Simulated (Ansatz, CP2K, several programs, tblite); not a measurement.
Energy against volume for KAgCl2, ordered on the rocksalt lattice (R-3m) with 4 atoms a cell, at fixed shape and fractional coordinates, computed by several methods (PBE and r2SCAN, where shown, with plane waves in Ansatz); the cell shown is that of r2SCAN. With free coordinates or axes held, a curve is too stiff, and on another method's shape its minimum isn't the method's own volume. Space group R-3m (No. 166), trigonal; a = 4.196 Å, c = 20.015 Å in the conventional setting, 25.44 Å³ an atom. Around K lie 6 Cl at 3.08 Å; around Ag lie 6 Cl at 2.82 Å; around Cl lie 3 Ag at 2.82 Å and 3 K at 3.08 Å. Note: simulated data, non-magnetic, for a generated structure that need not be the stable one. Energies count from each curve's lowest point; fits are third-order Birch-Murnaghan.

```cif
data_structure
_symmetry_space_group_name_H-M 'P 1'
_symmetry_Int_Tables_number 1
_cell_length_a 7.0980
_cell_length_b 7.0980
_cell_length_c 7.0980
_cell_angle_alpha 34.388
_cell_angle_beta 34.388
_cell_angle_gamma 34.388
_cell_volume 101.75
loop_
_atom_site_label
_atom_site_type_symbol
_atom_site_fract_x
_atom_site_fract_y
_atom_site_fract_z
_atom_site_occupancy
K1 K 0.00000 0.00000 0.00000 1
Ag1 Ag 0.50000 0.50000 0.50000 1
Cl1 Cl 0.23835 0.23835 0.23835 1
Cl2 Cl 0.76165 0.76165 0.76165 1
```

PBE, on the shape of its own relaxed cell:
```
V (Å³/atom)  E (meV/atom)
     24.837          9.37
     25.630          2.28
     26.423          0.00
     27.215          1.73
     28.008          6.80
```
V₀ = 26.45 Å³ an atom and B₀ = 27 GPa.

Task: GFN1-xTB (tblite), on the shape of the cell shown, as a cluster of 108 atoms at the zone centre, gives

| V (Å³/atom) | E (meV/atom) |
| --- | --- |
| 22.385 | 4.73 |
| 23.911 | 0.00 |
| 25.438 | 18.09 |
| 26.964 | 50.86 |
| 28.490 | 93.42 |

What equilibrium volume and bulk modulus follow?

Result: V₀ = 23.39 Å³ an atom and B₀ = 41 GPa.

PBE/DZVP (CP2K), on the shape of the cell shown:
```tsv
V (Å³/atom)	E (meV/atom)
22.385	83.59
23.911	30.69
25.438	5.50
26.964	0.00
28.490	8.51
```
V₀ = 26.72 Å³ an atom and B₀ = 27 GPa.

r2SCAN, on the shape of its own relaxed cell:
```csv
V (Å³/atom),E (meV/atom)
23.911,10.47
24.675,2.47
25.438,0.00
26.201,2.14
26.964,8.14
```
V₀ = 25.44 Å³ an atom and B₀ = 32 GPa.

Task: PBE/SZV (CP2K), on the shape of the cell shown, gives

| V (Å³/atom) | E (meV/atom) |
| --- | --- |
| 22.385 | 197.75 |
| 23.911 | 96.82 |
| 25.438 | 37.48 |
| 26.964 | 7.98 |
| 28.490 | 0.00 |

What equilibrium volume and bulk modulus follow?

Result: V₀ = 28.43 Å³ an atom and B₀ = 31 GPa. The lowest point lies at an end of the range, so the fit is barely bracketed.
